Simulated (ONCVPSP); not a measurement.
# An ONCV potential for Co, from input to tests

Task: generate the file, and judge it by its errors in other configurations, its logarithmic derivatives, its ghosts and its cutoff.

Program: ONCVPSP 4.0.1. Reference atom: PW91, scalar-relativistic, spherical and spin-unpolarised. All values are calculated.

## 1. Starting point

Typed settings, in words:

| Property | Result |
| --- | --- |
| element | cobalt (Co, Z = 27) |
| type | optimised norm-conserving Vanderbilt (ONCV) |
| frozen core | [Ne] 3s2 |
| valence charge | 15 |
| reference configuration | 3p6 3d7 4s1.5 4p0.5 |
| partial waves | 4s: rc 2.50 bohr, ncon 3, nbas 8, qcut 3.5 1/bohr, 2 projectors, debl 3.8 Ha; 3p+4p: rc 1.20 bohr, ncon 5, nbas 8, qcut 15 1/bohr, 2 projectors; 3d: rc 1.56 bohr, ncon 4, nbas 9, qcut 9 1/bohr, 1 projector |
| local potential | polynomial inside 0.78 bohr (lpopt 5, dvloc0 4 Ha) |
| core correction | not asked for |

An earlier all-electron run gives the scale for the radii.

All-electron outer shells of the reference configuration (PW91, scalar-relativistic, ld1.x):

```tsv
shell	level (eV)	outermost node (bohr)	outermost maximum (bohr)
2p	-771.26	–	0.17
3s	-103.38	0.31	0.66
3p	-66.67	0.28	0.68
3d	-9.24	–	0.66
4s	-6.15	0.96	2.29
4p	-1.77	1.05	3.13
```

## 2. Generation

Co.dat

```
# ATOM AND REFERENCE CONFIGURATION
# atsym  z   nc   nv     iexc    psfile
  Co 27.00    4    4  -109134      upf
#
#   n    l    f
    1    0    2.00
    2    0    2.00
    2    1    6.00
    3    0    2.00
    3    1    6.00
    3    2    7.00
    4    0    1.50
    4    1    0.50
#
# PSEUDOPOTENTIAL AND OPTIMIZATION
# lmax
    2
#
#   l,   rc,      ep,       ncon, nbas, qcut
    0    2.50    0.00    3    8    3.50
    1    1.20    0.00    5    8   15.00
    2    1.56    0.00    4    9    9.00
#
# LOCAL POTENTIAL
# lloc, lpopt,  rc(5),   dvloc0
    4    5    0.78    4.00
#
# VANDERBILT-KLEINMAN-BYLANDER PROJECTORs
# l, nproj, debl
    0    2    3.80
    1    2    3.40
    2    1    1.10
#
# MODEL CORE CHARGE
# icmod, fcfact, rcfact
    0    0.00    0.00
#
# LOG DERIVATIVE ANALYSIS
# epsh1, epsh2, depsh
   -4.00    5.00    0.02
#
# OUTPUT GRID
# rlmax, drl
    6.00    0.01
#
# TEST CONFIGURATIONS
# ncnf
    4
# nvcnf
#   n    l    f
    4
    3    1    6.00
    3    2    7.00
    4    0    2.00
    4    1    0.00
#
    4
    3    1    6.00
    3    2    7.00
    4    0    1.00
    4    1    0.00
#
    4
    3    1    6.00
    3    2    7.00
    4    0    0.00
    4    1    0.00
#
    4
    3    1    6.00
    3    2    6.00
    4    0    0.00
    4    1    0.00
#
```

Command:

```
oncvpsp.x < Co.dat > Co.out
```

What does the calculation give? Wanted: cutoffs for 1 and 0.1 mHa per electron, occupied waves; bound ghosts; GHOST(+) flags; largest test error; largest phase difference near zero energy, channels read.

As calculated:

| quantity | value |
| --- | --- |
| cutoffs for 1 and 0.1 mHa per electron, occupied waves | 56 Ha and 76 Ha |
| bound ghosts | s at -62.66 eV |
| GHOST(+) flags | none at low energy |
| largest test error (AE − PS) | -14 meV, for 3p6 3d7 4s0 4p0 (1 test unsolved) |
| largest phase difference near zero energy, channels read | 0.015 rad |

A bound ghost (s) makes it unfit for use: electrons can fall into a state that the atom doesn't have. The worst unpolarised test, 3p6 3d7 4s0 4p0, is off by 14 meV on 23.8 eV; by total energies transferability rates as good where solved. Atomic tests can pass in spite of a ghost, since they solve only for the levels asked. Of the tests 1 gave no usable energy difference, which is a warning in itself. By its cutoff, 56 Ha for the looser tolerance, it is hard. At the looser tolerance the 3p wave is the slowest; 3d needs 36 Ha. Near zero energy the phases of the channels with partial waves agree within 0.015 rad. All of this concerns the isolated atom, not yet a solid.
